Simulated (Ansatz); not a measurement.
**ClHOSi: interaction energy of a dimer with the counterpoise correction, by script**

How strongly do two molecules of ClHOSi bind, and how much of that is basis error? The task is the interaction energy of a dimer with the counterpoise correction, for ClHOSi. SMILES: O[Si]Cl.

Program: Ansatz 0.2.0 through its Python package. Level of theory: Hartree-Fock/def2-SVP. These are calculated values, not measurements.

## Step 1: The structure

Bond lengths: O1–Si2 1.605 Å, Si2–Cl3 2.021 Å, O1–H4 1.027 Å. Angles: O1–Si2–Cl3 101.3°, Si2–O1–H4 117.7°.

No structure file is read: the coordinates are typed or built in the script.

## Step 2: The code

Input file run_dimer.py:

```python
'''Binding of a ClHOSi dimer at a trial geometry.'''

import ansatz

FIRST = [
    ('O', (-0.9311, 0.428, -0.2891)),
    ('Si', (-0.4264, -0.7681, 0.654)),
    ('Cl', (1.5753, -0.6532, 0.4012)),
    ('H', (-0.2179, 0.9931, -0.766)),
]
SECOND = [
    ('O', (1.9388, 1.7155, 3.5168)),
    ('Si', (1.2843, 0.6139, 4.4827)),
    ('Cl', (-0.4784, 0.2722, 3.5553)),
    ('H', (1.4132, 1.9862, 2.6767)),
]

def energy(atoms, ghosts=()):
    molecule = ansatz.Crystal.molecule()
    for symbol, xyz in atoms:
        molecule = molecule.atom(symbol, xyz)
    calc = (
        molecule.calculation()
        .basis(gaussian='def2-SVP')
        .functional('HF')
        .accuracy('medium')  # preset for grids and thresholds
    )
    deck = calc.input()
    if ghosts:
        deck = deck.set(ansatz.key.basis.gaussian.ghost_atoms, [{'symbol': s, 'position_ang': list(xyz)} for s, xyz in ghosts])
    return ansatz.Session.from_dict(deck).plan().execute().report['free_energy_ev']

# ghost atoms carry the functions of the partner
both = energy(FIRST + SECOND)
alone = energy(FIRST) + energy(SECOND)
ghosted = energy(FIRST, SECOND) + energy(SECOND, FIRST)
print(f'dimer {both:.6f} eV')
print(f'interaction, uncorrected   {23.060548 * (both - alone):8.3f} kcal/mol')
print(f'interaction, counterpoise  {23.060548 * (both - ghosted):8.3f} kcal/mol')
print(f'basis-set superposition    {23.060548 * (alone - ghosted):8.3f} kcal/mol')
```

## Step 3: The run

On the command line:

```
python run_dimer.py
```

What it wrote:

```text
dimer -44824.262496 eV
interaction, uncorrected      3.064 kcal/mol
interaction, counterpoise     5.008 kcal/mol
basis-set superposition       1.944 kcal/mol
```

Run time: 6.7 s. Hardware: 1 thread of Arm Neoverse N1, shared host; peak memory 0.28 GiB.

## Step 4: Run by run

One row for each of the 5 runs:

```
run      system  ghost atoms  energy (eV)  SCF cycles  CPU time (s)
  1  Cl2H2O2Si2      not set  -44824.2625          11           2.8
  2      ClHOSi      not set  -22412.1976          11          0.37
  3      ClHOSi      not set  -22412.1978          11          0.37
  4      ClHOSi  a list of 4  -22412.2363          12           1.3
  5      ClHOSi  a list of 4  -22412.2434          12           1.3
```

Totals carry meaning only in balanced differences at one level of theory.

## Step 5: Outcome

| quantity | value |
| --- | --- |
| interaction energy, uncorrected | 3.064 kcal/mol |
| interaction energy, counterpoise | 5.008 kcal/mol |
| runs compared | 5 |

The pair is unbound at this geometry and level. Uncorrected it is 3.064 kcal/mol, with the counterpoise correction 5.008 kcal/mol; the difference, 1.944 kcal/mol, is the superposition error. In this basis both values are repulsive. The dimer is a generated trial pose of unrelaxed monomers, not a minimum, so the figure is no binding energy, and the basis set is small. This level lacks the dispersion part of the attraction (electrostatics and induction are there), which can decide the sign where the interaction is weak.
